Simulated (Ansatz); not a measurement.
# Na: the cost of one run

Computed with Ansatz 0.2.0 (DFT LDA, scalar-relativistic, unless a step's input says otherwise).

### 1 The system as given

Symmetry: P6_3/mmc, No. 194, hexagonal system. Conventional cell: a = 3.767 Å, b = 3.767 Å, c = 6.154 Å, α = 90.00°, β = 90.00°, γ = 120.00°. Around Na (site symmetry -6m2) lie 12 Na at 3.77 Å.

As a file:

```cif
data_structure
_symmetry_space_group_name_H-M 'P6_3/mmc'
_symmetry_Int_Tables_number 194
_cell_length_a 3.7670
_cell_length_b 3.7670
_cell_length_c 6.1540
_cell_angle_alpha 90.000
_cell_angle_beta 90.000
_cell_angle_gamma 120.000
_cell_volume 75.63
loop_
_atom_site_label
_atom_site_type_symbol
_atom_site_symmetry_multiplicity
_atom_site_Wyckoff_symbol
_atom_site_fract_x
_atom_site_fract_y
_atom_site_fract_z
_atom_site_occupancy
Na1 Na 2 c 0.33333 0.66667 0.25000 1
```

The file gives the conventional cell by its symmetry; the runs use the cell typed in the input.

Atoms are numbered in the order of the input: Na1, Na2.

### 2 Volume × 0.94, LAPW

File input.yaml:

```yaml
crystal:
  lattice:
    - [3.6901018488, 0.0, 0.0]
    - [-1.8450509244, 3.1957219436, 0.0]
    - [0.0, 0.0, 6.028372913]
  atoms:
    - { symbol: Na, position: [0.3333333333, 0.6666666667, 0.25] }
    - { symbol: Na, position: [0.6666666667, 0.3333333333, 0.75] }
kpoints:
  mp_grid: { grid: [11, 11, 6] }
  band_path:
    path:
      - [0.0, 0.0, 0.0]
      - [0.5, 0.0, 0.0]
      - [0.3333333333, 0.3333333333, 0.0]
      - [0.0, 0.0, 0.0]
      - [0.0, 0.0, 0.5]
      - [0.5, 0.0, 0.5]
      - [0.3333333333, 0.3333333333, 0.5]
      - [0.0, 0.0, 0.5]
      - [0.5, 0.0, 0.5]
    npoints: 5
scf:
  occupations: { method: fermi_dirac, width: 0.05 }
hamiltonian:
  xc: lda
  pseudopotentials: { kind: all_electron, lapw: { basis_error: 0.0005 } }
output:
  forces: true
  stress: true
  eigenvalues: true
```

Started as:

```bash
> ansatz run input.yaml --threads 1 --pin off --max-ram 3072MiB --backend cpu --events-out ev --progress --plain --runs-dir out
```

**Question.** How long does this run take on 1 thread of Arm Neoverse V1, shared host, and how much memory does it need?

About 4.7 s, with a peak of 0.22 GiB.
